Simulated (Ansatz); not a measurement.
**SnN2F2 in Ansatz: the effect of pseudo set**

Crystal: SnN2F2.

```
Sn F N
1.0
     4.39704   -2.64701    0.00000
     4.39704    2.64701    0.00000
    -1.25295    0.00000    3.52112
Sn F N
1 2 2
Cartesian
  0.0000 0.0000 0.0000
  0.7182 0.0000 2.2413
  6.8230 0.0000 1.2798
  3.9451 0.0000 0.3307
  3.5960 0.0000 3.1904
```

The cell comes from a database or a generator and needn't be the stable form of this composition.

Alike in all runs:

```yaml
Program: Ansatz 0.2.0
Task: band structure
Functional: PBE
k_mesh: 6 × 6 × 8
Occupations: fermi-dirac, width 0.05 eV
Spin: no spin polarisation
```

```tsv
pseudo set	cutoff	pressure (GPa)	largest force (eV/Å)
Ansatz PAW	420 eV (not typed: the program's choice for these potentials)	?	?
Ansatz PAW accurate	1300 eV	5.2	1.63
SPMS NC	1034 eV (not typed: the program's choice for these potentials)	5.5	1.40
PseudoDojo standard	1143 eV	5.3	1.42
PseudoDojo stringent	1388 eV	5.4	1.43
Ansatz PAW earlier set	1050 eV (not typed: the program's choice for these potentials)	5.2	1.63
Ansatz NC	1320 eV (not typed: the program's choice for these potentials)	5.2	1.66
```

Task: What does the run with pseudo set Ansatz PAW give?

Result: Pressure 5.3 GPa; largest force 1.54 eV/Å.

Caveats: forces of over 1 eV/Å show positions far from the minimum, so gaps and moduli don't describe the material at rest.

The runs don't all hold the same shells in valence.
